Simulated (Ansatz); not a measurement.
# YSb: the cost of one run

Method: reference: DFT, HSE06, plane waves, PAW, in Ansatz 0.2.0.

5 further runs of the same task are left out: 5 that didn't finish.

## Step 1: The starting structure

It takes space group F-43m (No. 216, cubic). The conventional cell has a = 6.937 Å, b = 6.937 Å, c = 6.937 Å, α = 90.00°, β = 90.00°, γ = 90.00°. Around Y (site symmetry -43m) lie 4 Sb at 3.00 Å. Sb (site symmetry -43m) has 4 Y at 3.00 Å as nearest neighbours.

As a file:

```xyz
2
Lattice="0.0000 3.4683 3.4683 3.4683 0.0000 3.4683 3.4683 3.4683 0.0000" Properties=species:S:1:pos:R:3 pbc="T T T"
Y     0.0000    0.0000    0.0000
Sb    1.7341    1.7341    1.7341
```

## Step 2: Baseline

input.yaml

```yaml
crystal:
  lattice:
    - [0.0, 3.4682596669, 3.4682596669]
    - [3.4682596669, 0.0, 3.4682596669]
    - [3.4682596669, 3.4682596669, 0.0]
  atoms:
    - { symbol: "Y", position: [0.0, 0.0, 0.0] }
    - { symbol: Sb, position: [0.25, 0.25, 0.25] }
kpoints:
  mp_grid: { grid: [4, 4, 4] }
hamiltonian:
  xc: hse06
scf:
  occupations: { method: fixed }
  n_extra_bands: 4
output:
  forces: true
  stress: true
  eigenvalues: true
```

The run is started by

```sh
$ ansatz run input.yaml --threads 4 --pin off --max-ram 3686MiB --backend cpu --events-out ev --progress --plain --runs-dir out
```

What time and memory should one allow on 4 threads of an x86-64 CPU, shared host?

About 30 s, with a peak of 1.1 GiB.
